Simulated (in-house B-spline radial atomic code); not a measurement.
**I: ionisation energy by several methods**

The task here is to estimate one member of a computed series from the others.

Program: in-house B-spline radial atomic code version 1. Level of theory: Dirac-Coulomb, several functionals; spherical all-electron atom at the radial basis limit. These are calculated values, not measurements, unless marked.

## The atom as given

* element: iodine (Z = 53)
* charge: 0
* electrons: 53
* configuration: [Kr] 4d10 5s2 5p5
* nucleus: Fermi, rms radius 4.750 fm

Outer shells as boxes (Hund's rule):

[Kr] 4d10 5s2 5p5
```
[Kr] core
4d [↑↓][↑↓][↑↓][↑↓][↑↓]
5s [↑↓]
5p [↑↓][↑↓][↑ ]
```

The boxes only draw the filling; these runs are spin-restricted and spherical.

Set-up of the first run:

The run's settings:

```ini
Z = 53
electrons = 53.0
configuration = [Kr] 4d10 5s2 5p5
hamiltonian = dirac
method = pbe,pbe
spin_polarised = False
nucleus = fermi
rms_radius = 4.75
mass_number = 127
atomic_mass = 126.904472592
speed_of_light = 137.035999084
```

Steps of the session up to this table: PBE, a GGA; OLYP, a GGA; exchange-only LDA; LDA (VWN5); PW91, a GGA; LDA (PW92).

One table of the session follows, with a row left open; its other results are not shown here.

| method | ΔSCF (eV) | with Breit, QED, recoil (eV) |
| --- | --- | --- |
| exchange-only LDA | ? | ? |
| LDA (VWN5) | 11.329 | 11.325 |
| LDA (PW92) | 11.328 | 11.324 |
| PBE | 11.158 | 11.154 |
| OLYP | 11.029 | 11.025 |
| PW91 | 11.212 | 11.208 |

Estimate the missing values for exchange-only LDA.

As computed: ΔSCF (eV): 10.124; with Breit, QED, recoil (eV): 10.120. In the column «ΔSCF (eV)» it is the lowest.

Open shells are averaged (over orientations, and over spins where the run is restricted), while tables refer to the lowest levels. For the semilocal functionals minus the highest level recovers only 57 to 61 % of their own ΔSCF value, a mark of self-interaction.

Members of this set that are not shown: 8 used exact exchange with fractional occupations of an open shell, which is unsound here.
